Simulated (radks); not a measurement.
**Yb²⁺ in [Xe] 4f13.5 5d0.5: an all-electron calculation**

What are the levels of the ytterbium ion Yb2+, how large are its shells, and how does its energy divide?

The numbers are computed with radks (a radial shooting solver on a logarithmic mesh, Libxc functionals) version 1 (Dirac Kohn-Sham, PBE, spin-unpolarised, spherical densities, finite nucleus; open shells are shared between the two j in proportion to 2j + 1), except any that are marked as measured or tabulated.

## Step 1: The system

```
element            : ytterbium (Z = 70)
charge             : +2
electrons          : 68
configuration      : [Xe] 4f13.5 5d0.5
nuclear rms radius : 5.3108 fm
```

## Step 2: The calculation

The run's settings:

```text
Z 70
configuration [Xe] 4f13.5 5d0.5 6s0 6p0 5f0 6d0
relativity Dirac
functional pbe,pbe
spin unpolarised
j_filling average
nucleus finite rms 5.3108 fm
c 137.035999084
```

Command:

```bash
> python run_ks.py task.json out
```

The same process makes all the runs of this session.

What does the calculation give?

The runs gave:

| quantity | value |
| --- | --- |
| total energy | -14073.4952 hartree |
| exchange-correlation share of it | 2.09 % |
| −T/E | 1.1106 |
| highest occupied level | 5d5/2, -14.085 eV |
| most extended occupied level | 5d5/2, <r> = 2.38 bohr |
| radius at density 0.001 e/bohr³ | 3.46 bohr |
| maxima of the radial density | 4 |

What this shows: 5 principal shells are occupied and 4 maxima appear in the radial density; where shells overlap, one shows as a shoulder or not at all. Relativity lifts −T/E to 1.111. This is not the tabulated ground configuration, so its levels and sizes aren't those of the ground state, and no measured value stands beside it.
